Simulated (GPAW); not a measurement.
# As2Se in GPAW: the effect of functional

As2Se:

```
Se As
1.0
    -3.52942    3.52942    2.65357
     3.52942   -3.52942    2.65357
     3.52942    3.52942   -2.65357
Se As
2 4
Cartesian
  3.5294 0.0000 1.3268
  0.0000 0.0000 2.6536
  -1.7647 3.5294 1.9902
  1.7647 3.5294 1.9902
  0.0000 1.7647 0.6634
  0.0000 5.2941 0.6634
```

The cell comes from a database or a generator and needn't be the stable form of this composition.

Alike in all runs:

* Program: GPAW 26.7.0
* Task: band structure
* Cutoff: 600 eV
* Basis: pw
* k mesh: 5 × 5 × 5
* Occupations: fermi-dirac, width 0.05 eV
* Spin: no spin polarisation

Question: One run gave: pressure 0.2 GPa. Which functional did it use?
A. r2SCAN
B. LDA
C. PBE
D. PBEsol

Answer: C.

| functional | potentials or basis | pressure (GPa) |
| --- | --- | --- |
| PBEsol | PAW data sets generated in the run's folder for this functional | -3.1 |
| LDA | the program's PAW data sets (release 1.2.1) made for this functional | -4.6 |
| r2SCAN | GPAW PAW data sets (gpaw-data 1.2.1) | -1.4 |
| PBE | GPAW PAW data sets (gpaw-data 1.2.1) | 0.2 |

Caveats: the PAW data sets were made with another functional, which shifts forces and pressure a little (some runs).

Not every run made on this cell is shown here.
